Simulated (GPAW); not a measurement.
# NaLa in GPAW: convergence with bands over the usual count

Input of the first run (bands over the usual count 0.72); the others differ in this setting and in those tied to it:

Contents of run.py:

```python
from ase.dft.bandgap import bandgap
from ase.io import read, write
from ase.units import GPa
from gpaw import GPAW, PW

atoms = read('NaLa.xyz')

calc = GPAW(mode=PW(800),
            xc='LDA',
            kpts={'size': (7, 7, 3), 'gamma': True},
            occupations={'name': 'fermi-dirac', 'width': 0.05},
            nbands=16,
            convergence={'density': 1e-05, 'energy': 1e-05},
            maxiter=100,
            txt='gpaw.txt')
atoms.calc = calc
energy = atoms.get_potential_energy()
forces = atoms.get_forces()
stress = atoms.get_stress()
calc.write('gs.gpw')
write('result.traj', atoms)
print(f'Energy: {energy:.6f} eV')
print('Forces (eV/A):')
print(forces.round(4))
print('Stress (GPa):', (stress / GPa).round(3))
print('Fermi level:', round(calc.get_fermi_level(), 4), 'eV')
print(f'Gap: {bandgap(calc)[0]:.4f} eV, direct: {bandgap(calc, direct=True)[0]:.4f} eV')
```

File NaLa.xyz:

```xyz
2
Lattice="3.6062507687 0.0000000000 0.0000000000 -1.8031253843 3.1231047781 0.0000000000 0.0000000000 0.0000000000 6.4837820000" Properties=species:S:1:pos:R:3 pbc="T T T"
La    -0.0000000001      2.0820698522      3.2418910000
Na     0.0000000000      0.0000000000      0.0000000000
```

Potentials or basis: the program's PAW data sets (release 1.2.1) made for this functional, pw.

Command:

```console
$ OMP_NUM_THREADS=1 python run.py
```

The cell comes from a database or a generator and needn't be the stable form of this composition.

Hardware: 1 thread of Arm Neoverse V1, on a shared host.

| bands over the usual count | energy less the tightest run, at zero smearing (meV/atom) | SCF cycles | CPU time (s) | peak memory (GiB) |
| --- | --- | --- | --- | --- |
| 0.72 | 0.00 | 15 | 25 | 0.21 |
| 0.8 | 0.00 | 14 | 24 | 0.21 |
| 0.9 | 0.00 | 10 | 23 | 0.21 |
| 1 | 0.00 | 10 | 25 | 0.21 |
| 1.3 | 0.00 | 9 | 30 | 0.22 |
| 1.7 | 0.00 | 9 | 38 | 0.23 |
| 2.5 | 0.00 | 10 | 61 | 0.25 |

Against the tightest run, the energy stays within 1 meV/atom from 0.72 on. The tightest run that finished is the yardstick and may itself not be fully converged.

Caveat, for the tightest run too: one-centre terms of the f shell are cut off. The run has no spin-orbit coupling, so splittings on La are missing.
